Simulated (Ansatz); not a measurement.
# Ga8TeS7: band edges up the ladder

An exercise on one series of results from a longer session: the logs are not shown, and one member is left open.

Computed with Ansatz 0.2.0 (DFT PBE+D3(BJ), scalar-relativistic, plane waves, PAW, unless a step's input says otherwise).

That is the level of the relaxation; later steps name their own.

## The starting structure

Symmetry: Pm, No. 6, monoclinic system. The conventional cell has a = 6.283 Å, b = 3.627 Å, c = 15.683 Å, α = 90.00°, β = 90.00°, γ = 90.00°. Around Ga (site symmetry m) lie 3 S at 2.36 Å and 1 Ga at 2.51 Å. Ga (site symmetry m) has 2 Te at 2.36 Å and 1 S at 2.36 Å and 1 Ga at 2.51 Å as nearest neighbours. Around Ga (site symmetry m) lie 2 S at 2.36 Å and 1 Te at 2.36 Å and 1 Ga at 2.51 Å. Only part of the 16 independent sites is listed.

As a file:

```
CELL_PARAMETERS angstrom
7.25445 0.00000 0.00000
-1.81361 3.14127 0.00000
0.00000 0.00000 15.68256
ATOMIC_POSITIONS crystal
Ga 0.16667 0.66667 0.17000
Ga 0.66667 0.66667 0.17000
Ga 0.33333 0.33333 0.67000
Ga 0.83333 0.33333 0.67000
Ga 0.16667 0.66667 0.33000
Ga 0.66667 0.66667 0.33000
Ga 0.33333 0.33333 0.83000
Ga 0.83333 0.33333 0.83000
Te 0.16667 0.66667 0.60000
S 0.66667 0.66667 0.60000
S 0.33333 0.33333 0.10000
S 0.83333 0.33333 0.10000
S 0.16667 0.66667 0.90000
S 0.66667 0.66667 0.90000
S 0.33333 0.33333 0.40000
S 0.83333 0.33333 0.40000
```

Set-up of the first run:

(A quick probe on a coarse mesh, which set the mesh and smearing, is not shown.)

Input file input.yaml:

```yaml
crystal:
  lattice:
    - [7.25444669, 0.0, 0.0]
    - [-1.81361167, 3.14126756, 0.0]
    - [0.0, 0.0, 15.6825556]
  atoms:
    - { symbol: Ga, position: [0.16666667, 0.66666667, 0.17] }
    - { symbol: Ga, position: [0.66666667, 0.66666667, 0.17] }
    - { symbol: Ga, position: [0.33333333, 0.33333333, 0.67] }
    - { symbol: Ga, position: [0.83333333, 0.33333333, 0.67] }
    - { symbol: Ga, position: [0.16666667, 0.66666667, 0.33] }
    - { symbol: Ga, position: [0.66666667, 0.66666667, 0.33] }
    - { symbol: Ga, position: [0.33333333, 0.33333333, 0.83] }
    - { symbol: Ga, position: [0.83333333, 0.33333333, 0.83] }
    - { symbol: Te, position: [0.16666667, 0.66666667, 0.6] }
    - { symbol: S, position: [0.66666667, 0.66666667, 0.6] }
    - { symbol: S, position: [0.33333333, 0.33333333, 0.1] }
    - { symbol: S, position: [0.83333333, 0.33333333, 0.1] }
    - { symbol: S, position: [0.16666667, 0.66666667, 0.9] }
    - { symbol: S, position: [0.66666667, 0.66666667, 0.9] }
    - { symbol: S, position: [0.33333333, 0.33333333, 0.4] }
    - { symbol: S, position: [0.83333333, 0.33333333, 0.4] }
basis:
  ecutwfc: 420
kpoints:
  mp_grid: { grid: [6, 6, 2] }
hamiltonian:
  xc: pbe
  dispersion: d3bj
scf:
  occupations: { method: gaussian, width: 0.1 }
output:
  forces: true
  stress: true
  eigenvalues: true
relax:
  adjacent_minimum: "off"
  f_tol: 0.05
  max_steps: 80
  cell: { stress_tol: 0.5 }
```

Run with:

```sh
$ ansatz run input.yaml --threads 4 --pin off --max-ram 10240MiB --backend cpu --events-out ev --progress --plain --runs-dir out
```

Among the steps run: Coarse relaxation; The relaxation; Band edges over the whole zone; The run at PBE+D3(BJ); Levels with PBE+D3(BJ) on the hybrid's mesh; Levels with HSE06; Levels with PBE+D3(BJ), spin-orbit coupling.

One of the session's tables, all rows but one given; the rest of the session is left out.

| level | gap (eV) | least direct gap (eV) |
| --- | --- | --- |
| PBE+D3(BJ) | 1.00 | 1.00 |
| PBE+D3(BJ) on the hybrid's mesh | ? | ? |
| HSE06 | 1.71 | 1.71 |
| PBE+D3(BJ), spin-orbit coupling | 0.93 | 0.93 |

Estimate the missing values for PBE+D3(BJ) on the hybrid's mesh.

As computed: gap (eV): 0.98; least direct gap (eV): 0.98. In the column «gap (eV)» it lies between PBE+D3(BJ), spin-orbit coupling (0.93) and PBE+D3(BJ) (1.00).

Gaps are by band count over the mesh and the named points; a gap of 0 means that the bands overlap or touch.
